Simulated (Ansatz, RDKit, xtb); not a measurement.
# C2H7BGeSi: which of the isomers drawn lies lowest?

A sample of isomers of C2H7BGeSi is drawn. Aim: find which of them has the lowest free energy at 298.15 K, then its properties. The sample is small against all isomers, and the most stable one of this formula need not be in it.

Plan: many cheap relaxations first (GFN2-xTB), then density-functional screening, relaxation at r2SCAN-D4/def2-SVP, vibrations (at GFN2-xTB) and a final energy. The numbers are computed, not measured.

## 1. Drawing up candidates

Isomers were taken from a list of plausible structures; this is a sample, not all of them. That gives 4 candidates.

```csv
label,SMILES,spin
c363,B[SiH2][GeH2][C]#C,singlet
c389,[BH2][GeH2][SiH2]C#C,singlet
c494,[BH2][Ge@@H]([SiH3])[C]#C,singlet
c561,B[Si@@H]([GeH3])C#C,singlet
```

Candidates are built by distance geometry, with a force field where one applies, in up to four conformers (letters a to d).

**Question.** With final energies at CCSD(T)/def2-SVP + MP2/def2-TZVPP - MP2/def2-SVP, which structure will this search put lowest in free energy, and by what margin?

| quantity | value |
| --- | --- |
| lowest structure found | [BH2][GeH2][SiH2]C#C, singlet |
| next finalist | B[Si@@H]([GeH3])C#C, singlet, 1.5 kcal/mol higher in G |
| share at equilibrium, among the finalists | 92.5 % |

The search ends on `[BH2][GeH2][SiH2]C#C`. The margin, 1.5 kcal/mol, is modest. HF/STO-3G, r2SCAN-D4/def2-SVP, r2SCAN-D4/def2-SVP, relaxed, HF/def2-SVP and MP2/def2-SVP already put its bonding pattern lowest among the structures in one piece; GFN2-xTB favours the singlet [BH2][Ge@@H]([SiH3])[C]#C. One minimum inside the window was never screened. Lowest found is not proven lowest: the search is finite, and each finalist counts with one conformer. Only 4 drawn patterns were tried, so whole families of isomers are missing, and the result ranks this sample alone.
